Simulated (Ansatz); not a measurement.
# BGe₂+ (quintet): the correlation ladder, cc-pVDZ

One table from this session's results is given with a row withheld; the runs are named, their logs left out.

The runs use Ansatz 0.2.0, Gaussian basis; cc-pVDZ, core rule «outside noble gas», up to 29 orbitals frozen.

To be run: UHF; CCSD(T) on ROHF; CCSD(T) on UHF; BCCD(T) on ROHF; CISD as a restricted active space (open shells left free, so some higher excitations enter); CCSDT(Q) on ROHF; CCSDT(Q) on UHF; CASSCF and MRCISD+Q, 10 electrons in 11 orbitals; CASSCF and NEVPT2, 10 electrons in 11 orbitals.

25 further runs of the same task are left out: 1 for a known fault of the program, 14 that didn't finish, 10 set aside as unsound or not needed. Runs told in other sessions of the task aren't counted.

### The system

The geometry is a PBE0/def2-TZVP stationary point (not a proven minimum) of the parent state, kept for this charge and spin. No spin-orbit coupling is included. The filled d shell of Ge may be among the frozen orbitals whatever the setting's name suggests.

3 atoms, charge 1, spin multiplicity 5.

Atoms are counted from 1 here; the program's logs count them from 0.

Bond lengths: Ge1–B2 2.025 Å, B2–Ge3 2.025 Å. Angles: Ge1–B2–Ge3 180.0°.

As a file:

| atom | x (Å) | y (Å) | z (Å) |
| --- | --- | --- | --- |
| Ge1 | 0.00000 | 0.00000 | 2.02540 |
| B2 | 0.00000 | 0.00000 | 0.00000 |
| Ge3 | 0.00000 | 0.00000 | -2.02540 |

The first run:

Input file in.yaml:

```yaml
crystal:
  periodic: [false, false, false]
  atoms:
    - {symbol: Ge, position_ang: [0.000000, 0.000000, 2.025400]}
    - {symbol: B, position_ang: [0.000000, 0.000000, 0.000000]}
    - {symbol: Ge, position_ang: [0.000000, 0.000000, -2.025400]}
basis:
  gaussian: {orbitals: cc-pVDZ}
total_charge: 1
magnetization: {spin_polarized: true, initial_magnetization: 4}
hamiltonian: {xc: hf}
output: {orbitals: {seedname: orbitals}}
```

On the command line:

```bash
$ ansatz run in.yaml --threads 1 --pin off --events-out ev --progress --plain --max-ram 2393MiB
```

Steps of the session up to this table: UHF; CCSD(T) on ROHF; CCSD(T) on UHF; BCCD(T) on ROHF; CISD as a restricted active space (open shells left free, so some higher excitations enter); CCSDT(Q) on ROHF; CCSDT(Q) on UHF; CASSCF and MRCISD+Q, 10 electrons in 11 orbitals; CASSCF and NEVPT2, 10 electrons in 11 orbitals.

One table of the session follows, with a row left open; its other results are not shown here.

| method | from RCCSDT(Q) (kJ/mol) |
| --- | --- |
| ROHF | +582.1 |
| UHF | ? |
| RMP2 | +140.1 |
| UMP2 | +144.7 |
| CISD | +86.0 |
| RCCSD | +40.9 |
| UCCSD | +39.3 |
| RCCSD(T) | +9.6 |
| UCCSD(T) | +8.5 |
| BCCD(T) | +9.6 |
| RCCSDT | +2.9 |
| UCCSDT | +1.7 |
| RCCSDT(Q) | 0 |
| UCCSDT(Q) | -1.3 |
| CASSCF frontier | +355.7 |
| NEVPT2 frontier | +80.6 |
| MRCISD frontier | +28.9 |
| MRCISD+Q frontier | +0.3 |

**Question.** Estimate the row for UHF.

**Answer.** from RCCSDT(Q) (kJ/mol): +568.1. In the column «from RCCSDT(Q) (kJ/mol)» it lies between CASSCF frontier (+355.7) and ROHF (+582.1).

The ROHF row is the lowest such solution found; the determinant under the restricted MP2 and coupled-cluster rows lies 0.04 eV higher.

Caveats from the session: Warnings: coupled cluster took another determinant than the lowest. Restricted and unrestricted rows rest on different reference determinants; a gap between their highest levels can come from leftover correlation error, from unlike frozen cores or from another state.
